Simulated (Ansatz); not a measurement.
What does this script print? It uses the Python package of Ansatz (0.2.0).

`methods_ch6albsi.py`
```python
"""CH6AlBSi at several levels of theory."""

import ansatz as az


def main() -> None:
    geometry_ang = [
        ("C", [-1.2887, 1.0622, -1.3663]),
        ("Al", [-0.2865, 0.0433, -0.0654]),
        ("B", [0.5581, -1.845, 0.5708]),
        ("Si", [1.3581, -0.1768, 1.4052]),
        ("H", [-0.6967, 1.3448, -2.2694]),
        ("H", [-1.6861, 2.061, -0.901]),
        ("H", [-2.1859, 0.5165, -1.7097]),
        ("H", [0.7015, -3.0016, 0.4531]),
        ("H", [0.9405, -0.1326, 2.8793]),
        ("H", [2.6689, 0.077, 1.0065]),
    ]
    system = az.Crystal.molecule()
    for symbol, xyz in geometry_ang:
        system = system.atom(symbol, xyz)

    calc = system.calculation().basis(gaussian="cc-pVDZ")

    methods = ["mp2", "ccsd", "ccsd_t"]
    batch = az.Session.batch([calc.correlation(m).input() for m in methods])
    reports = sorted(batch.plan().execute().molecular_reports, key=lambda each: each["member"])
    print(f"Hartree-Fock reference {reports[0]['reference_energy_ev'] / 27.211386246:.6f} Ha")
    best = reports[-1]["free_energy_ev"] - reports[-1]["reference_energy_ev"]
    for method, each in zip(methods, reports):
        gained = each["free_energy_ev"] - each["reference_energy_ev"]
        print(f"{method:8s} total {each['free_energy_ev'] / 27.211386246:.6f} Ha  correlation {gained:9.4f} eV  ({100 * gained / best:.1f} % of the last)")


if __name__ == "__main__":
    main()
```

Output of `python methods_ch6albsi.py`:
```text
Hartree-Fock reference -596.762537 Ha
mp2      total -597.141257 Ha  correlation  -10.3055 eV  (83.0 % of the last)
ccsd     total -597.204076 Ha  correlation  -12.0149 eV  (96.8 % of the last)
ccsd_t   total -597.218627 Ha  correlation  -12.4108 eV  (100.0 % of the last)
```

What to keep in mind:
- Total energies depend on the basis set; only differences at equal settings carry meaning.
- The geometry is a force-field or estimated start, not a minimum of this method, and the basis set is short of its limit. A lower total doesn't mark the better method: functionals have no common bound, and MP2 and coupled cluster aren't variational.
- Inner cores stay frozen, so this is valence correlation.
- For Al to Cl the sets with a tight d function, cc-pV(X+d)Z, are usual.

(Lines on the test bed's own set-up are left out of the output.)
